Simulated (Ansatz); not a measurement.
Task: a band structure of HfB2, space group P6/mmm, with the Python package of Ansatz (0.2.0). Give the script and its output. Use: PBEsol, PAW, the default cutoff (420 eV here), 11×11×9 k-points, Methfessel-Paxton smearing of 0.1 eV.

`hfb2.vasp`
```text
HfB2
1.0
   3.14000000    0.00000000    0.00000000
  -1.57000000    2.71931977    0.00000000
   0.00000000    0.00000000    3.48000000
Hf B
1 2
Direct
   0.00000000    0.00000000    0.00000000
   0.33333333    0.66666667    0.50000000
   0.66666667    0.33333333    0.50000000
```

`hfb2_bands.py`
```python
"""Bands of HfB2 along a path through the zone."""

import ansatz as az
from ase.io import read
import numpy as np

FUNCTIONAL = "pbesol"
KGRID = (11, 11, 9)
SMEARING = "Methfessel-Paxton"
EXTRA_BANDS = 6


def main() -> None:
    atoms = read("hfb2.vasp", format="vasp")
    hfb2 = az.Crystal.from_ase(atoms)

    # vertices of the path, as fractions of the reciprocal vectors
    path = [
        ("G", (0.0, 0.0, 0.0)),
        ("M", (0.5, 0.0, 0.0)),
        ("K", (0.33333, 0.33333, 0.0)),
        ("G", (0.0, 0.0, 0.0)),
        ("A", (0.0, 0.0, 0.5)),
        ("L", (0.5, 0.0, 0.5)),
        ("H", (0.33333, 0.33333, 0.5)),
        ("A", (0.0, 0.0, 0.5)),
    ]
    model = hfb2.calculation()
    model = model.functional(FUNCTIONAL)
    model = model.kpoints(*KGRID)
    model = model.occupations(SMEARING)
    model = model.band_structure([point for _, point in path], intervals=6)
    model = model.scf(extra_bands=EXTRA_BANDS)
    out = model.run(threads=1)
    rep = out.report

    energy = rep["free_energy_ev"]
    print("F of the HfB2 cell: {:.6f} eV = {:.6f} Ry = {:.6f} Ha".format(energy, energy / 13.605693, energy / 27.211386))
    print("Fermi level {:.4f} eV, {} k-points, {} symmetry operations".format(rep["fermi_energy_ev"], rep["n_kpoints"], rep["n_symmetry_ops"]))

    bands = out.band_structure()
    fermi = bands.fermi_energy_ev
    print(f"zero of the bands: {fermi:.3f} eV, the Fermi level found on the SCF mesh")
    for spin, channel in enumerate(bands.channels):
        levels = channel.eigenvalues_ev - fermi
        crossing = [b for b in range(levels.shape[1]) if levels[:, b].min() < 0 < levels[:, b].max()]
        print(f"channel {spin}: bands that cross the Fermi level on this path:", [b + 1 for b in crossing] or "none")
        shown = crossing or sorted(np.argsort(np.abs(levels).min(axis=0))[:2])
        for k, row in zip(bands.kpoints_frac, levels[:, shown]):
            print(f"{k[0]:7.3f} {k[1]:7.3f} {k[2]:7.3f}  ", " ".join(f"{e:8.3f}" for e in row))


if __name__ == "__main__":
    main()
```

```console
$ python hfb2_bands.py
DeckWarning: basis.ecutwfc = 420 eV, auto-derived from the records' recommended cutoffs: set by Hf (normal level)
F of the HfB2 cell: -15906.601961 eV = -1169.113691 Ry = -584.556845 Ha
Fermi level 20.3453 eV, 80 k-points, 24 symmetry operations
zero of the bands: 20.345 eV, the Fermi level found on the SCF mesh
channel 0: bands that cross the Fermi level on this path: [16, 17]
  0.000   0.000   0.000     -2.667    4.003
  0.083   0.000   0.000     -2.804    3.593
  0.167   0.000   0.000     -2.498    2.503
  0.250   0.000   0.000     -2.261    2.136
  0.333   0.000   0.000     -2.430    2.872
  0.417   0.000   0.000     -2.735    2.431
  0.500   0.000   0.000     -2.866    2.228
  0.472   0.056   0.000     -2.294    1.359
  0.444   0.111   0.000     -1.532    0.376
  0.417   0.167   0.000     -0.717   -0.517
  0.389   0.222   0.000     -1.306    0.157
  0.361   0.278   0.000     -1.985    1.060
  0.333   0.333   0.000     -2.550    1.764
  0.278   0.278   0.000     -1.389    1.090
  0.222   0.222   0.000     -0.184    0.032
  0.167   0.167   0.000     -1.306    1.603
  0.111   0.111   0.000     -2.190    2.436
  0.056   0.056   0.000     -2.776    3.540
  0.000   0.000   0.000     -2.667    4.003
  0.000   0.000   0.083     -1.808    3.195
  0.000   0.000   0.167     -0.821    2.204
  0.000   0.000   0.250      0.167    1.392
  0.000   0.000   0.333      0.798    0.798
  0.000   0.000   0.417      0.436    0.436
  0.000   0.000   0.500      0.315    0.315
  0.083   0.000   0.500      0.393    1.120
  0.167   0.000   0.500     -0.704    1.839
  0.250   0.000   0.500     -1.699    2.800
  0.333   0.000   0.500     -2.379    3.395
  0.417   0.000   0.500     -2.626    3.879
  0.500   0.000   0.500     -2.610    4.094
  0.472   0.056   0.500     -2.635    4.157
  0.444   0.111   0.500     -2.706    4.224
  0.417   0.167   0.500     -2.809    4.320
  0.389   0.222   0.500     -2.926    4.411
  0.361   0.278   0.500     -3.037    4.441
  0.333   0.333   0.500     -3.119    4.423
  0.278   0.278   0.500     -3.118    4.412
  0.222   0.222   0.500     -2.801    3.839
  0.167   0.167   0.500     -2.102    2.994
  0.111   0.111   0.500     -1.037    2.050
  0.056   0.056   0.500      0.234    1.274
  0.000   0.000   0.500      0.315    0.315
```
(Warnings from the package without file and line.)

Absolute energies stand on the zero of these potentials, so only differences at equal settings mean something. A total without «per atom» is that of the cell as typed. Spin is left out of this run. The computed bands are complete only to about 5.1 eV above the Fermi level. For a metal this k-point mesh is coarse: on a finer one energies can move by several to tens of meV an atom and pressures by half a GPa or more, differences at one mesh by less. An absolute Fermi energy rests on an arbitrary zero of the periodic potential and has no direct meaning. Spin-orbit coupling, which matters for elements this heavy, is left out. The starting cell is as deposited in a crystallographic database; the results hold for this polymorph, which needn't be the stable one. Levels are Kohn-Sham eigenvalues on this mesh, without spin-orbit coupling. Wall time of the script: 3.3 s on 1 thread of Intel(R) Xeon(R) Processor @ 2.30GHz (shared host), peak memory 0.57 GiB.
